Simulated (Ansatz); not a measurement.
# YC2N2: the cost of one run

Computed with Ansatz 0.2.0 (DFT PBE, scalar-relativistic, plane waves, PAW, unless a step's input says otherwise).

### 1 The structure to begin with

It takes space group P4/mmm (No. 123, tetragonal). The conventional cell has a = 7.758 Å, b = 7.758 Å, c = 3.604 Å, α = 90.00°, β = 90.00°, γ = 90.00°. Around Y (site symmetry 4/mmm) lie 4 C at 2.11 Å. Y (site symmetry 4/mmm) has 4 N at 2.21 Å in its first shell of neighbours. C (site symmetry m2m) is surrounded by 1 N at 1.17 Å. Around N (site symmetry m2m) lie 1 C at 1.17 Å.

As a file:

```xyz
10
Lattice="7.7584 0.0000 0.0000 0.0000 7.7584 0.0000 0.0000 0.0000 3.6038" Properties=species:S:1:pos:R:3 pbc="T T T"
Y     0.0000    0.0000    0.0000
Y     3.8792    3.8792    0.0000
C     1.4892    6.2692    0.0000
C     6.2692    1.4892    0.0000
C     1.4892    1.4892    0.0000
C     6.2692    6.2692    0.0000
N     2.3165    5.4419    0.0000
N     5.4419    2.3165    0.0000
N     2.3165    2.3165    0.0000
N     5.4419    5.4419    0.0000
```

The cell is invented: stacked square cyanide-bridged sheets (P4/mmm, No. 123). The dimensions are guesses.

### 2 The guess as it stands, on a coarse mesh

File input.yaml:

```yaml
crystal:
  lattice:
    - [7.7583756, 0.0, 0.0]
    - [0.0, 7.7583756, 0.0]
    - [0.0, 0.0, 3.60384004]
  atoms:
    - { symbol: "Y", position: [0.0, 0.0, 0.0] }
    - { symbol: "Y", position: [0.5, 0.5, 0.0] }
    - { symbol: C, position: [0.19194313, 0.80805687, 0.0] }
    - { symbol: C, position: [0.80805687, 0.19194313, 0.0] }
    - { symbol: C, position: [0.19194313, 0.19194313, 0.0] }
    - { symbol: C, position: [0.80805687, 0.80805687, 0.0] }
    - { symbol: "N", position: [0.2985782, 0.7014218, 0.0] }
    - { symbol: "N", position: [0.7014218, 0.2985782, 0.0] }
    - { symbol: "N", position: [0.2985782, 0.2985782, 0.0] }
    - { symbol: "N", position: [0.7014218, 0.7014218, 0.0] }
basis:
  ecutwfc: 420
kpoints:
  mp_grid: { grid: [2, 2, 6] }
hamiltonian:
  xc: pbe
scf:
  occupations: { method: gaussian, width: 0.1 }
  lower_state_search: "off"
output:
  forces: true
  stress: true
  eigenvalues: true
```

Launch:

```console
ansatz run input.yaml --threads 1 --pin off --max-ram 2560MiB --backend cpu --events-out ev --progress --plain --runs-dir out
```

Q: Estimate wall time and peak memory on 1 thread of Intel Xeon Platinum 8259CL at 2.50GHz (Skylake/Cascade Lake), shared host.

About 7.2 s, with a peak of 0.52 GiB.
